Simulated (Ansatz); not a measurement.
**C₂H₈FOSbSi: one species, many methods**

The task here is to estimate one member of a computed series from the others.

The runs use Ansatz 0.2.0, Gaussian basis; functionals in def2-TZVPP, the program's frozen cores in correlated methods.

Levels to be run: LDA (SPW92), PBE-D4, revPBE-D4, BLYP-D4, r2SCAN-D4, B97M-V, PBE0-D4, B3LYP-D4, r2SCANh-D4, r2SCAN0-D4, HSE06-D4, BHLYP-D4, CAM-B3LYP-D4, LC-ωPBE, ωB97X-V, ωB97M-V, B2PLYP, PBE-QIDH; CCSD(T)/def2-SVP; MP2/def2-TZVPP; MP2/def2-QZVPP; RPA on PBE.

### The relaxed structure

The geometry comes from an earlier relaxation with PBE0-D4 in a triple-zeta def2 set; it is a stationary point, not always the lowest conformer. Sb takes the def2 core potential; no spin-orbit term is included.

SMILES `CC[O][Sb]([F])[SiH3]`, 14 atoms, charge 0, spin multiplicity 1.

Atoms are counted from 1 here; the program's logs count them from 0.

Bond lengths: C1–C2 1.512 Å, C1–H7 1.093 Å, C1–H8 1.093 Å, C1–H9 1.092 Å, C2–O3 1.418 Å, C2–H10 1.101 Å, C2–H11 1.095 Å, O3–Sb4 1.950 Å, Sb4–F5 1.931 Å, Sb4–Si6 2.600 Å, Si6–H12 1.488 Å, Si6–H13 1.487 Å, Si6–H14 1.483 Å. Angles: C2–C1–H7 110.4°, C2–C1–H8 111.0°, C2–C1–H9 110.3°, H7–C1–H8 108.5°, H7–C1–H9 108.6°, H8–C1–H9 108.0°, C1–C2–O3 111.5°, C1–C2–H10 110.1°, C1–C2–H11 110.5°, O3–C2–H10 111.0°, O3–C2–H11 106.7°, H10–C2–H11 106.9°, C2–O3–Sb4 119.9°, O3–Sb4–F5 97.7°, O3–Sb4–Si6 88.8°, F5–Sb4–Si6 92.7°, Sb4–Si6–H12 109.1°, Sb4–Si6–H13 109.6° and more.

The first run:

File in.yaml:

```yaml
crystal:
  periodic: [false, false, false]
  atoms:
    - {symbol: C, position_ang: [0.190363, -2.329732, -0.157303]}
    - {symbol: C, position_ang: [1.067447, -1.202506, -0.652396]}
    - {symbol: O, position_ang: [0.663626, 0.044912, -0.112390]}
    - {symbol: Sb, position_ang: [-0.604196, 1.162306, -1.086217]}
    - {symbol: F, position_ang: [-2.226656, 0.328226, -0.451765]}
    - {symbol: Si, position_ang: [-0.553750, 2.848084, 0.892771]}
    - {symbol: H, position_ang: [0.549258, -3.288930, -0.539954]}
    - {symbol: H, position_ang: [-0.843996, -2.191670, -0.480990]}
    - {symbol: H, position_ang: [0.199929, -2.365184, 0.933736]}
    - {symbol: H, position_ang: [1.065370, -1.175811, -1.752606]}
    - {symbol: H, position_ang: [2.105125, -1.359292, -0.339573]}
    - {symbol: H, position_ang: [0.748826, 3.566544, 0.887271]}
    - {symbol: H, position_ang: [-1.649702, 3.840331, 0.729993]}
    - {symbol: H, position_ang: [-0.724544, 2.093323, 2.158322]}
basis:
  gaussian: {orbitals: def2-TZVPP}
hamiltonian: {xc: lda}
output: {orbitals: {seedname: orbitals}}
```

Launch:

```sh
> ansatz run in.yaml --threads 4 --pin off --events-out ev --progress --plain --max-ram 11315MiB
```

Among the steps run: LDA; PBE-D4 (GGA); revPBE-D4 (GGA); BLYP-D4 (GGA); r2SCAN-D4 (meta-GGA); B97M-V (meta-GGA); B3LYP-D4 (hybrid); r2SCANh-D4 (hybrid); r2SCAN0-D4 (hybrid); HSE06-D4 (hybrid); BHLYP-D4 (hybrid); CAM-B3LYP-D4 (range-separated); LC-ωPBE (range-separated); ωB97X-V (range-separated); ωB97M-V (range-separated); B2PLYP (double hybrid); PBE-QIDH (double hybrid).

One of the session's tables, all rows but one given; the rest of the session is left out.

It belongs to the step «Frontier levels by functional». 

| functional | HOMO (eV) | gap (eV) |
| --- | --- | --- |
| LDA (SPW92) | -6.12 | 3.78 |
| PBE-D4 | ? | ? |
| revPBE-D4 | -5.90 | 3.90 |
| BLYP-D4 | -5.83 | 3.84 |
| r2SCAN-D4 | -6.21 | 4.29 |
| B97M-V | -6.27 | 4.26 |
| PBE0-D4 | -7.05 | 5.71 |
| B3LYP-D4 | -6.86 | 5.31 |
| r2SCANh-D4 | -6.61 | 4.97 |
| r2SCAN0-D4 | -7.21 | 5.98 |
| HSE06-D4 | -6.66 | 4.95 |
| BHLYP-D4 | -7.99 | 7.48 |
| CAM-B3LYP-D4 | -8.26 | 7.91 |
| LC-ωPBE | -9.46 | 10.24 |
| ωB97X-V | -9.18 | 9.83 |
| ωB97M-V | -9.05 | 9.49 |

**Question.** Estimate the row for PBE-D4.

The run gave: HOMO (eV): -5.96; gap (eV): 3.86. In the column «HOMO (eV)» it lies between LDA (SPW92) (-6.12) and revPBE-D4 (-5.90).
